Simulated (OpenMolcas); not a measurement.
# Nb²⁺ among point charges: CASSCF levels and susceptibility

Aim: the splitting of the states of Nb²⁺ in the field of 6 point charges, its lowest levels with spin-orbit coupling and its magnetic susceptibility.

Method: state-averaged CASSCF, spin-orbit coupling by RASSI with atomic mean-field integrals. Code: OpenMolcas 26.06.

1 further run of the same task is left out (it didn't finish).

## (1) Starting point

| Item | Value |
| --- | --- |
| Species | Nb²⁺ (niobium, Z = 41, 39 electrons) |
| Basis | ANO-RCC-VDZP [6s5p3d1f], 43 functions |
| Scalar Hamiltonian | DKH2, point nucleus |
| Inactive shells | 1s 2s 2p 3s 3p 3d 4s 4p |
| Active space | 3 electrons in 5 orbitals (4d) |
| Some configurations of this space | 4d3 |
| Orbitals | optimised for each spin and parity, averaged over all roots |

Outer shells as boxes (Hund's rule):

4d3
```
4d [↑ ][↑ ][↑ ][  ][  ]
```

The ion sits among 6 point charges of -1.36 e arranged as a trigonal prism (D3h), 1.89 Å from the ion, with a polar angle of 54.0° against the regular 49.1°. The active orbitals were held to one l.

The work runs as a chain of OpenMolcas steps in one folder; each step below is one input file. Labels, J, g values, rates, χT and fits are worked out afterwards by a script from the matrices that RASSI stores.

## (2) GATEWAY and SEWARD: basis and integrals

File a.inp:

```
&GATEWAY
Coord
1

Nb 0.0 0.0 0.0
Basis=ANO-RCC-VDZP
Group=NoSym
NoMove
AngMom=0.0 0.0 0.0
AMFI
XField
6 Angstrom 0
1.529236 0.000000 1.110647 -1.360000
-0.764618 1.324357 1.110647 -1.360000
-0.764618 -1.324357 1.110647 -1.360000
1.529236 0.000000 -1.110647 -1.360000
-0.764618 1.324357 -1.110647 -1.360000
-0.764618 -1.324357 -1.110647 -1.360000
&SEWARD
```

Run with:

```sh
$ OMP_NUM_THREADS=1 MOLCAS_MEM=1689 MOLCAS_PROJECT=a pymolcas a.inp > a.log
```

## (3) CASSCF: quartets, 10 roots

File a.inp:

```
&RASSCF
FileOrb=start.orb
Symmetry=1
Spin=4
nActEl=3 0 0
Inactive=18
Ras2=5
CIRoot=10 10 1
SDav=10
CIMx=300
Iter=120 100
PrWF=0.3
OrbListing=Nothing
MaxOrb=0
SupSym
1
15 10 11 12 13 14 19 20 21 22 23 32 33 34 35 36
>>> COPY $Project.JobIph JOB001
```

start.orb holds the contracted functions of the basis, ordered by shell, or the orbitals of the step before.

## (4) Reference wave functions, doublets, 40 roots

File a.inp:

```
&RASSCF
FileOrb=start.orb
Symmetry=1
Spin=2
nActEl=3 0 0
Inactive=18
Ras2=5
CIRoot=40 40 1
SDav=40
CIMx=300
Iter=120 100
PrWF=0.3
OrbListing=Nothing
MaxOrb=0
SupSym
1
15 10 11 12 13 14 19 20 21 22 23 32 33 34 35 36
>>> COPY $Project.JobIph JOB002
```

## (5) State interaction with spin-orbit coupling

File a.inp:

```
&RASSI
NrOfJobIphs=2 10 40
1 2 3 4 5 6 7 8 9 10
1 2 3 4 5 6 7 8 9 10 11 12 13 14 15 16 17 18 19 20 21 22 23 24 25 26 27
28 29 30 31 32 33 34 35 36 37 38 39 40
IphNames
JOB001
JOB002
EJob
SpinOrbit
DIPRint=1.0
SOCoupling=1000.0
Subsets=2
Property=9
'ANGMOM' 1 'ANGMOM' 2 'ANGMOM' 3 'MLTPL  1' 1 'MLTPL  1' 2 'MLTPL  1' 3
'AMFI' 1 'AMFI' 2 'AMFI' 3
SOProperty=3
'ANGMOM' 1 'ANGMOM' 2 'ANGMOM' 3
```

Q: Predict the outcome of this session. Wanted: spin-free ground state; first state of the same spin within the active space; lowest level; next level.

As calculated:

| quantity | value |
| --- | --- |
| method | CASSCF |
| spin-free ground state | 4A2, 1-fold in its orbital part |
| first state of the same spin within the active space | quartet at 6830 cm⁻¹ |
| lowest level | 2-fold E1/2, g = 2.00, 3.65, 3.65 |
| next level | 58.2 cm⁻¹ |
| χT at 300 K | 1.71 cm³ K/mol |
| effective moment at 300 K | 3.70 μB |

The spin-free ground state (4A2) comes to 91 % from free-ion F terms and keeps the highest spin of the shell. χT at 300 K is 1.71, against 1.88 cm³ K/mol for the spin alone, so spin-orbit coupling lowers it. The field of point charges can differ much from that of real complexes. Point charges carry no covalency, so the field is a model and not that of real ligands.
